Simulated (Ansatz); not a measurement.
# CH4NPSi: basis-set convergence

Aim: see how fast density functionals converge with the basis set for CH4NPSi.

The runs use Ansatz 0.2.0, Gaussian basis; one geometry, several basis sets.

Levels to be run: PBE0-D4/def2-SVP; ωB97M-V/def2-SVP; PBE0-D4/def2-QZVPP; ωB97M-V/def2-QZVPP; the functionals' def2-TZVPP values are taken from earlier runs.

## (1) Structure used throughout

The geometry comes from an earlier relaxation with PBE0-D4 in a triple-zeta def2 set; it is a stationary point, not always the lowest conformer.

8 atoms, charge 0, spin multiplicity 1.

Atoms are counted from 1 here; the program's logs count them from 0.

Bond lengths: N1–C2 1.152 Å, C2–Si3 1.850 Å, Si3–P4 2.247 Å, Si3–H5 1.481 Å, Si3–H6 1.481 Å, P4–H7 1.421 Å, P4–H8 1.422 Å. Angles: N1–C2–Si3 178.4°, C2–Si3–P4 106.8°, C2–Si3–H5 106.4°, C2–Si3–H6 107.0°, P4–Si3–H5 115.6°, P4–Si3–H6 110.1°, H5–Si3–H6 110.5°, Si3–P4–H7 92.8°, Si3–P4–H8 91.7°, H7–P4–H8 93.3°.

## (2) PBE0-D4 in def2-SVP

in.yaml reads:

```yaml
crystal:
  periodic: [false, false, false]
  atoms:
    - {symbol: N, position_ang: [1.985595, -0.574503, 2.092341]}
    - {symbol: C, position_ang: [1.275009, -0.095093, 1.322614]}
    - {symbol: Si, position_ang: [0.121842, 0.626272, 0.068923]}
    - {symbol: P, position_ang: [-1.376474, -0.971536, -0.431195]}
    - {symbol: H, position_ang: [0.965818, 1.088962, -1.057142]}
    - {symbol: H, position_ang: [-0.556223, 1.774411, 0.713735]}
    - {symbol: H, position_ang: [-0.448108, -1.686508, -1.234591]}
    - {symbol: H, position_ang: [-1.875359, -0.219204, -1.530487]}
basis:
  gaussian: {orbitals: def2-SVP}
hamiltonian: {xc: pbe0, dispersion: d4}
output: {orbitals: {seedname: orbitals}}
```

Started as:

```bash
$ ansatz run in.yaml --threads 2 --pin off --events-out ev --progress --plain --max-ram 4352MiB
```

Further steps of the session: ωB97M-V in def2-SVP; PBE0-D4 in def2-QZVPP; ωB97M-V in def2-QZVPP.

**Question.** What will the summary of the whole plan be? Wanted: PBE0-D4: double and triple zeta above quadruple; ωB97M-V: double and triple zeta above quadruple.

**Answer**, as computed:

| quantity | value |
| --- | --- |
| PBE0-D4: double and triple zeta above quadruple | 9.66, 0.69 eV |
| ωB97M-V: double and triple zeta above quadruple | 9.75, 0.64 eV |

PBE0-D4 gains 8.97 eV from double to triple zeta, then 0.69 eV more. These are total energies; as a rule much of such shifts cancels in differences, which this series doesn't test. The LUMO of ωB97M-V is positive and keeps falling with the basis (1.45 to 0.80 eV): an unbound level that the basis holds in place.
